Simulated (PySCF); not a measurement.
**HfH2SClOF (SMILES [OH][Hf]([F])([SH])[Cl]) at 6 levels**

Wanted: a comparison of 6 runs (HF/def2-SVP, BLYP/def2-SVP, PBE0/def2-SVP, PBE0/def2-TZVP, MP2/def2-SVPD, CCSD(T)/def2-SVP) of HfH2SClOF. The job is set up through a Python script.

The calculation is run with PySCF 2.14.0.

### 1 The system as given

HfH2SClOF: 7 atoms, total charge 0, spin state singlet. SMILES: `[OH][Hf]([F])([SH])[Cl]`. The coordinates come from a PBE0-D4/def2-TZVP relaxation. This is one conformer, not always the lowest.

Bond lengths: O1–Hf2 1.893 Å, Hf2–F3 1.896 Å, Hf2–S4 2.445 Å, Hf2–Cl5 2.350 Å, O1–H6 0.952 Å, S4–H7 1.346 Å. Angles: O1–Hf2–F3 112.2°, O1–Hf2–S4 107.4°, O1–Hf2–Cl5 110.1°, F3–Hf2–S4 107.8°, F3–Hf2–Cl5 108.4°, S4–Hf2–Cl5 110.9°, Hf2–O1–H6 167.4°, Hf2–S4–H7 91.0°.

### 2 Energy and gradient at HF/def2-SVP (core potential) (run 1)

Input file input.py:

```python
# [OH][Hf]([F])([SH])[Cl]
from pyscf import gto, scf

mol = gto.M(
    atom=[
    ('O', (-1.174300, -0.909700, -0.394300)),
    ('Hf', (0.539800, -0.116800, -0.261600)),
    ('F', (1.910600, -1.408000, -0.040000)),
    ('S', (0.533500, 1.314600, 1.720700)),
    ('Cl', (1.002600, 1.133900, -2.196600)),
    ('H', (-1.939000, -1.444300, -0.585700)),
    ('H', (-0.812000, 1.362200, 1.711700)),
],
    max_memory=1860,
    verbose=4,
    ecp={'Hf': 'def2-svp'},
    basis='def2-svp',
)

calc0 = scf.RHF(mol)
calc0.conv_tol = 1e-10
calc0.kernel()
if not calc0.converged:
    calc0 = calc0.newton().run(calc0.mo_coeff, calc0.mo_occ)

energy = calc0.e_tot
print('E(%s) = %.9f' % ('HF', energy))
grad = calc0.nuc_grad_method().kernel()
dip = calc0.dip_moment()
pop, q = calc0.mulliken_pop()
```

The run is started by

```bash
OMP_NUM_THREADS=1 python input.py
```

The program printed:

```text
PySCF version 2.14.0

[... 65 lines left out ...]
converged SCF energy = -1079.85354082805
[... 14 lines left out ...]
Dipole moment(X, Y, Z, Debye): -3.43449, -1.60286, -0.22888
[... 75 lines left out ...]
pop of  3 S 3dyz          0.00676
pop of  3 S 3dz^2         0.01287
pop of  3 S 3dxz          0.00138
pop of  3 S 3dx2-y2       0.02287
pop of  4 Cl 1s           1.99946
pop of  4 Cl 2s           1.99145
pop of  4 Cl 3s           1.19214
pop of  4 Cl 4s           0.77049
pop of  4 Cl 2px          1.98098
pop of  4 Cl 2py          1.98069
pop of  4 Cl 2pz          1.98038
pop of  4 Cl 3px          0.70606
pop of  4 Cl 3py          0.69733
pop of  4 Cl 3pz          0.68691
pop of  4 Cl 4px          1.16479
pop of  4 Cl 4py          1.12937
pop of  4 Cl 4pz          1.09330
pop of  4 Cl 3dxy         0.00109
pop of  4 Cl 3dyz         0.00465
pop of  4 Cl 3dz^2        0.00396
pop of  4 Cl 3dxz         0.00248
pop of  4 Cl 3dx2-y2      0.00122
pop of  5 H 1s            0.65714
pop of  5 H 2s            0.03216
pop of  5 H 2px           0.03202
pop of  5 H 2py           0.02359
pop of  5 H 2pz           0.01584
pop of  6 H 1s            0.69943
pop of  6 H 2s            0.16328
pop of  6 H 2px           0.02062
pop of  6 H 2py           0.00697
pop of  6 H 2pz           0.00668
 ** Mulliken atomic charges  **
charge of    0O =     -0.60283
charge of    1Hf =      1.57004
charge of    2F =     -0.49627
charge of    3S =     -0.42645
charge of    4Cl =     -0.38675
charge of    5H =      0.23925
charge of    6H =      0.10302
```

It took 26 s on 1 thread of Intel Xeon at 2.70GHz, shared host; peak memory 0.24 GiB.

### 3 Energy and forces at BLYP/def2-SVP (core potential) (run 2)

Input file run.py:

```python
import pyscf.grad
from pyscf import gto, dft

mol = gto.Mole()
mol.atom = [
    ('O', (-1.174300, -0.909700, -0.394300)),
    ('Hf', (0.539800, -0.116800, -0.261600)),
    ('F', (1.910600, -1.408000, -0.040000)),
    ('S', (0.533500, 1.314600, 1.720700)),
    ('Cl', (1.002600, 1.133900, -2.196600)),
    ('H', (-1.939000, -1.444300, -0.585700)),
    ('H', (-0.812000, 1.362200, 1.711700)),
]
mol.charge = 0
mol.basis = 'def2-svp'
mol.verbose = 3
mol.max_memory = 1860
mol.ecp = {'Hf': 'def2-svp'}
mol.build()

myscf = dft.RKS(mol)
myscf.xc = 'blyp'
myscf.conv_tol = 1e-10
myscf.grids.level = 5
myscf.kernel()
if not myscf.converged:
    myscf = myscf.newton().run(myscf.mo_coeff, myscf.mo_occ)

energy = myscf.e_tot
print('E = %.10f Eh' % energy)
grad = myscf.Gradients().kernel()
myscf.analyze()
```

The run is started by

```bash
OMP_NUM_THREADS=1 python run.py
```

The program printed:

```text
converged SCF energy = -1082.51351161912
[... 18 lines left out ...]
MO #7   energy= -6.99280907149307  occ= 2
[... 8 lines left out ...]
MO #16  energy= -1.26991419971882  occ= 2
[... 8 lines left out ...]
MO #25  energy= -0.362491408106747 occ= 2
[... 8 lines left out ...]
MO #34  energy= -0.0528651003569255 occ= 0
[... 8 lines left out ...]
MO #43  energy= 0.11266669238027   occ= 0
[... 8 lines left out ...]
MO #52  energy= 0.472854850717023  occ= 0
[... 8 lines left out ...]
MO #61  energy= 0.664205628858055  occ= 0
[... 8 lines left out ...]
MO #70  energy= 0.871427856188872  occ= 0
[... 8 lines left out ...]
MO #79  energy= 1.06425909445545   occ= 0
[... 8 lines left out ...]
MO #88  energy= 1.50246408742035   occ= 0
[... 8 lines left out ...]
MO #97  energy= 2.88296248409516   occ= 0
[... 8 lines left out ...]
MO #106 energy= 705.409958173615   occ= 0
[... 8 lines left out ...]
Dipole moment(X, Y, Z, Debye): -3.15513, -1.46793, -0.07394
```

Wall time 41 s (1 thread of Intel Xeon at 2.70GHz, shared host); peak memory 1.1 GiB.

Runs 3 to 5 aren't shown in full; the table further down has their settings and results.

### 4 The energy at CCSD(T)/def2-SVP (core potential) (run 6)

Input file input.py:

```python
from pyscf import gto, cc

molecule = gto.M(
    atom=[
    ('O', (-1.174300, -0.909700, -0.394300)),
    ('Hf', (0.539800, -0.116800, -0.261600)),
    ('F', (1.910600, -1.408000, -0.040000)),
    ('S', (0.533500, 1.314600, 1.720700)),
    ('Cl', (1.002600, 1.133900, -2.196600)),
    ('H', (-1.939000, -1.444300, -0.585700)),
    ('H', (-0.812000, 1.362200, 1.711700)),
],
    basis='def2-svp',
    ecp={'Hf': 'def2-svp'},
    spin=0,
    charge=0,
    max_memory=1860,
    verbose=4,
)

mf = molecule.RHF()
mf.conv_tol = 1e-10
mf.kernel()
if not mf.converged:
    mf = mf.newton().run(mf.mo_coeff, mf.mo_occ)

mycc = cc.CCSD(mf, frozen=12)
mycc.kernel()
e_t = mycc.ccsd_t()
energy = mycc.e_tot + e_t
print('E = %.10f Eh' % energy)
mf.analyze()
```

The run is started by

```bash
OMP_NUM_THREADS=1 python input.py
```

The program printed:

```text
PySCF version 2.14.0

[... 99 lines left out ...]
Nuclear Repulsion Energy =             303.234243570284434
[... 11 lines left out ...]
MO #6   energy= -8.95134693617275  occ= 2
[... 9 lines left out ...]
MO #16  energy= -1.65821710100223  occ= 2
[... 9 lines left out ...]
MO #26  energy= -0.556463372920997 occ= 2
[... 9 lines left out ...]
MO #36  energy= 0.10092447290766   occ= 0
[... 9 lines left out ...]
MO #46  energy= 0.308114749297665  occ= 0
[... 9 lines left out ...]
MO #56  energy= 0.793111945116123  occ= 0
[... 9 lines left out ...]
MO #66  energy= 1.05054993419756   occ= 0
[... 9 lines left out ...]
MO #76  energy= 1.31802602687703   occ= 0
[... 9 lines left out ...]
MO #86  energy= 1.70179769705343   occ= 0
[... 9 lines left out ...]
MO #96  energy= 2.9681219356625    occ= 0
[... 9 lines left out ...]
MO #106 energy= 706.969193918289   occ= 0
[... 77 lines left out ...]
pop of  3 S 3dz^2         0.00818
pop of  3 S 3dxz          0.00150
pop of  3 S 3dx2-y2       0.00989
pop of  4 Cl 1s           2.00000
pop of  4 Cl 2s           1.99996
pop of  4 Cl 3s           1.92625
pop of  4 Cl 4s           0.00437
pop of  4 Cl 2px          1.99999
pop of  4 Cl 2py          1.99997
pop of  4 Cl 2pz          1.99993
pop of  4 Cl 3px          1.93444
pop of  4 Cl 3py          1.84082
pop of  4 Cl 3pz          1.69497
pop of  4 Cl 4px          0.00369
pop of  4 Cl 4py          0.00387
pop of  4 Cl 4pz          0.00314
pop of  4 Cl 3dxy         0.00128
pop of  4 Cl 3dyz         0.00421
pop of  4 Cl 3dz^2        0.00390
pop of  4 Cl 3dxz         0.00256
pop of  4 Cl 3dx2-y2      0.00133
pop of  5 H 1s            0.62110
pop of  5 H 2s            0.01962
pop of  5 H 2px           0.00187
pop of  5 H 2py           0.00147
pop of  5 H 2pz           0.00094
pop of  6 H 1s            0.90828
pop of  6 H 2s            0.01068
pop of  6 H 2px           0.00566
pop of  6 H 2py           0.00098
pop of  6 H 2pz           0.00105
 ** Mulliken atomic charges  **
charge of    0O =     -0.68857
charge of    1Hf =      1.56028
charge of    2F =     -0.42648
charge of    3S =     -0.44890
charge of    4Cl =     -0.42469
charge of    5H =      0.35500
charge of    6H =      0.07335
Dipole moment(X, Y, Z, Debye): -3.43449, -1.60286, -0.22888
```

Wall time 85 s (1 thread of Intel Xeon at 2.70GHz, shared host); peak memory 0.85 GiB.

### 5 Overview of the runs

```tsv
run	level	integration grid	frozen core orbitals	energy (Eh)	dipole moment (D) of the reference	HOMO energy (eV)	LUMO energy (eV)	wall time
1	HF/def2-SVP (core potential)	–	–	-1079.853541	3.80	-10.58	1.84	26 s
2	BLYP/def2-SVP (core potential)	5	–	-1082.513512	3.48	-6.27	-1.68	41 s
3	PBE0/def2-SVP (core potential)	5	–	-1082.081133	3.70	-7.78	-1.05	47 s
4	PBE0/def2-TZVP (core potential)	5	–	-1082.602466	3.41	-7.83	-1.15	2.1 min
5	MP2/def2-SVPD (core potential)	–	12	-1080.803361	3.49	-10.63	1.14	94 s
6	CCSD(T)/def2-SVP (core potential)	–	12	-1080.762293	3.80	-10.58	1.84	85 s
```

### 6 Outcome

```
                                           quantity           value
                                run 6: total energy  -1080.76229 Eh
        run 6: dipole moment (Hartree–Fock density)          3.80 D
         run 6: HOMO energy (Hartree–Fock orbitals)       -10.58 eV
         run 6: LUMO energy (Hartree–Fock orbitals)         1.84 eV
       run 6: HOMO–LUMO gap (Hartree–Fock orbitals)        12.42 eV
run 6: correlation energy (12 core orbitals frozen)      -908.8 mEh
                              run 6: (T) correction      -24.25 mEh
                               run 6: T1 diagnostic           0.016
```

Over runs 1, 2, 3, 4 the dipole moment (its size) runs from 3.41 D (PBE0/def2-TZVP) to 3.80 D (HF/def2-SVP). The two ends differ in method and basis. Over runs 1, 2, 3, 4 the HOMO–LUMO gap runs from 4.59 eV (BLYP/def2-SVP) to 12.42 eV (HF/def2-SVP). Exact exchange widens orbital gaps. Totals of different functionals can't be ranked against each other. All runs together took 7 min, the longest 2.1 min.
